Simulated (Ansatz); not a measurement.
Crystal: Ca3AsP.

```xyz
5
Lattice="5.3339 0.0000 0.0000 0.0000 5.3339 0.0000 0.0000 0.0000 5.3339" Properties=species:S:1:pos:R:3 pbc="T T T"
As    0.0000    0.0000    0.0000
Ca    2.6669    2.6669    0.0000
Ca    2.6669    0.0000    2.6669
Ca    0.0000    2.6669    2.6669
P     2.6669    2.6669    2.6669
```

The cell comes from a database or a generator and needn't be the stable form of this composition.

- Program: Ansatz 0.2.0
- Task: relaxation of cell and atoms
- Functional: LDA
- Potentials or basis: Ansatz PAW
- Cutoff: 420 eV (not typed: the program's choice for these potentials)
- k mesh: 5 × 5 × 5
- Occupations: fermi-dirac, width 0.05 eV
- Spin: no spin polarisation

At the start: volume 30.35 Å³/atom.

Where does the relaxation end?

It ends after 4 steps and the volume is 28.17 Å³/atom (-7.2 %); space group Pm-3m (No. 221, to 0.05 Å).

Step by step:
```csv
step,energy change (eV),largest force (eV/Å),volume (Å³)
1,0.0000,0.0000,151.75
2,-0.1030,0.0000,141.48
3,-0.1034,0.0000,140.86
4,-0.1027,0.0000,140.86
```

Final structure:
```cif
data_structure
_symmetry_space_group_name_H-M 'P 1'
_symmetry_Int_Tables_number 1
_cell_length_a 5.2031
_cell_length_b 5.2031
_cell_length_c 5.2031
_cell_angle_alpha 90.000
_cell_angle_beta 90.000
_cell_angle_gamma 90.000
_cell_volume 140.86
loop_
_atom_site_label
_atom_site_type_symbol
_atom_site_fract_x
_atom_site_fract_y
_atom_site_fract_z
_atom_site_occupancy
As1 As 0.00000 0.00000 0.00000 1
Ca1 Ca 0.50000 0.50000 0.00000 1
Ca2 Ca 0.50000 0.00000 0.50000 1
Ca3 Ca 0.00000 0.50000 0.50000 1
P1 P 0.50000 0.50000 0.50000 1
```

Caveat: the plane-wave basis is chosen anew once the cell has moved, so the energies of steps on either side of that aren't comparable; the PAW data sets come from PBE, with cores solved anew for the run's functional, which leaves a small shift of forces and pressure.
